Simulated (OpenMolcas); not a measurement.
# Os⁶⁺ with 6 ligands (fluoride): CASSCF and CASPT2 levels and susceptibility

Which state of Os⁶⁺ lies lowest among these ligands, how large is the field, and what χT follows?

Method: state-averaged CASSCF and CASPT2, spin-orbit coupling by RASSI with atomic mean-field integrals. Code: OpenMolcas 26.06.

## Step 1: The atom as given

- Species: Os⁶⁺ (osmium, Z = 76, 70 electrons)
- Basis: ANO-RCC-VTZP [8s7p5d3f2g1h], 188 functions with the ligands
- Scalar Hamiltonian: DKH2, point nucleus
- Inactive shells: 1s 2s 2p 3s 3p 3d 4s 4p 4d 4f 5s 5p of the metal, and all ligand shells
- Active space: 2 electrons in 5 orbitals (5d)
- Some configurations of this space: 5d2
- Orbitals: optimised for each spin and parity, averaged over all roots

Outer shells as boxes (Hund's rule):

5d2
```
5d [↑ ][↑ ][  ][  ][  ]
```

Os⁶⁺ is taken with 6 ligands (fluoride) in octahedron coordination (Oh) at 1.85 Å. Ligand basis ANO-RCC-VDZP. The distances are assumed, not relaxed.

```xyz
7

Os    0.0000    0.0000    0.0000
F     1.8500    0.0000    0.0000
F     0.0000    1.8500    0.0000
F    -1.8500    0.0000    0.0000
F     0.0000   -1.8500    0.0000
F     0.0000    0.0000    1.8500
F     0.0000    0.0000   -1.8500
```

The work runs as a chain of OpenMolcas steps in one folder; each step below is one input file. Labels, J, g values, rates, χT and fits are worked out afterwards by a script from the matrices that RASSI stores.

## Step 2: One- and two-electron integrals

a.inp

```
&GATEWAY
Coord
7

Os 0.0 0.0 0.0
F 1.850000 0.000000 0.000000
F 0.000000 1.850000 0.000000
F -1.850000 0.000000 0.000000
F 0.000000 -1.850000 0.000000
F 0.000000 0.000000 1.850000
F 0.000000 0.000000 -1.850000
Basis=Os.ANO-RCC-VTZP,F.ANO-RCC-VDZP
Group=XYZ
NoMove
AngMom=0.0 0.0 0.0
AMFI
RICD
&SEWARD
```

Started as:

```console
$ OMP_NUM_THREADS=1 MOLCAS_MEM=2457 MOLCAS_PROJECT=a pymolcas a.inp > a.log
```

## Step 3: Reference wave functions, triplets of even parity, 10 roots

a.inp

```
&RASSCF
FileOrb=start.orb
Symmetry=1
Spin=3
nActEl=2 0 0
Inactive=30 34
Ras2=5 0
CIRoot=10 10 1
SDav=10
CIMx=300
Iter=150 100
PrWF=0.3
OrbListing=Nothing
MaxOrb=0
LevShft=1.0
>>> COPY $Project.JobIph JOB001
```

start.orb holds start orbitals that the driver prepared beforehand, or those of the step before.

## Step 4: Reference wave functions, singlets of even parity, 15 roots

a.inp

```
&RASSCF
FileOrb=start.orb
Symmetry=1
Spin=1
nActEl=2 0 0
Inactive=30 34
Ras2=5 0
CIRoot=15 15 1
SDav=15
CIMx=300
Iter=150 100
PrWF=0.3
OrbListing=Nothing
MaxOrb=0
LevShft=1.0
>>> COPY $Project.JobIph JOB002
```

## Step 5: State interaction with spin-orbit coupling

a.inp

```
&RASSI
NrOfJobIphs=2 10 15
1 2 3 4 5 6 7 8 9 10
1 2 3 4 5 6 7 8 9 10 11 12 13 14 15
IphNames
JOB001
JOB002
EJob
SpinOrbit
DIPRint=1.0
SOCoupling=1000.0
Subsets=2
Property=9
'ANGMOM' 1 'ANGMOM' 2 'ANGMOM' 3 'MLTPL  1' 1 'MLTPL  1' 2 'MLTPL  1' 3
'AMFI' 1 'AMFI' 2 'AMFI' 3
SOProperty=3
'ANGMOM' 1 'ANGMOM' 2 'ANGMOM' 3
```

## Step 6: CASPT2: IPEA 0.25, imaginary shift 0.1 (closed shells correlated: 5s 5p of the metal, with ligand shells; the Frozen line counts the rest)

a.inp

```
>>> COPY JOB001 $Project.JobIph
&CASPT2
Multistate=10 1 2 3 4 5 6 7 8 9 10
NoMult
Frozen=17 19
IPEA=0.25
Imaginary=0.1
MaxIter=60
WThr=0.0 0.3 0.05
PrWF=0.5
NoMix
>>> COPY JOB002 $Project.JobIph
&CASPT2
Multistate=15 1 2 3 4 5 6 7 8 9 10 11 12 13 14 15
NoMult
Frozen=17 19
IPEA=0.25
Imaginary=0.1
MaxIter=60
WThr=0.0 0.3 0.05
PrWF=0.5
NoMix
```

(Steps that only read results are left out.)

Before running it: what results should come out? Wanted: spin-free ground state; first state of the same spin within the active space; lowest level; next level.

As calculated:

| quantity | value |
| --- | --- |
| method | SS-CASPT2, IPEA 0.25, imaginary shift 0.1 (closed shells correlated: 5s 5p of the metal, with ligand shells; the Frozen line counts the rest) |
| spin-free ground state | 3T1, 3-fold in its orbital part |
| first state of the same spin within the active space | 3T2 at 41700 cm⁻¹ |
| lowest level | 2-fold E, g = 0.00, 0.00, 0.00 |
| next level | 286.3 cm⁻¹ |
| χT at 300 K | 0.11 cm³ K/mol |
| effective moment at 300 K | 0.95 μB |

Cost by method:

```
                                              method  time of its own steps  time with the reference
                                           A. CASSCF                   62 s                     62 s
B. SS-CASPT2, IPEA 0.25, imaginary shift 0.1, +5s 5p                3.5 min                  4.5 min
```

Times are of one thread on a shared host.

In words: The spin-free ground state (3T1) is 3-fold and keeps the highest spin of the shell. χT at 300 K is 0.11, against 1.00 cm³ K/mol for the spin alone, so spin-orbit coupling lowers it. CASPT2 does not keep the components of a term degenerate, and the means are used. The bonds are covalent and no ligand orbital is active, so the numbers are rough.
